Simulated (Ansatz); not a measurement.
Crystal: ScBPd3.

```
Pd Sc B
1.0
     4.23496    0.00000    0.00000
     0.00000    4.23496    0.00000
     0.00000    0.00000    4.23496
Pd Sc B
3 1 1
Direct
  0.50000 0.00000 0.50000
  0.50000 0.50000 0.00000
  0.00000 0.50000 0.50000
  0.00000 0.00000 0.00000
  0.50000 0.50000 0.50000
```

The cell comes from a database or a generator and needn't be the stable form of this composition.

| Item | Value |
| --- | --- |
| Program | Ansatz 0.2.0 |
| Task | single point |
| Functional | PBE |
| Potentials or basis | Ansatz PAW |
| Cutoff | 420 eV (not typed: the program's choice for these potentials) |
| k mesh | 6 × 6 × 6 |
| Occupations | fermi-dirac, width 0.05 eV |
| Spin | no spin polarisation |

On this cell: pressure -0.9 GPa; largest force zero by symmetry; band gap on the k mesh none (metal or under the smearing width).

The same run follows on a disturbed copy (atoms moved at random, drawn with an rms of 0.05 Å):

```
Pd Sc B
1.0
     4.23496    0.00000    0.00000
     0.00000    4.23496    0.00000
     0.00000    0.00000    4.23496
Pd Sc B
3 1 1
Direct
  0.49091 0.00682 0.49824
  0.50663 0.48892 0.98812
  0.98961 0.50375 0.49407
  0.98844 0.99968 0.00415
  0.50009 0.50509 0.48833
```

**Question.** What changes?

**Answer.** The energy (extrapolated to zero smearing) moves by +3.9 meV/atom; pressure -0.6 GPa; largest force 0.537 eV/Å; band gap on the k mesh none (metal or under the smearing width).

Forces in eV/Å, atoms in the order of the input:
```
Pd  -0.078 -0.206  0.005
Pd  -0.138  0.073  0.123
Pd   0.537  0.013  0.024
Sc   0.097 -0.022 -0.086
B   -0.418  0.143 -0.066
```

Stress tensor (GPa, compression positive):
```
-0.58 -0.03 -0.07
-0.03 -0.68  0.13
-0.07  0.13 -0.65
```
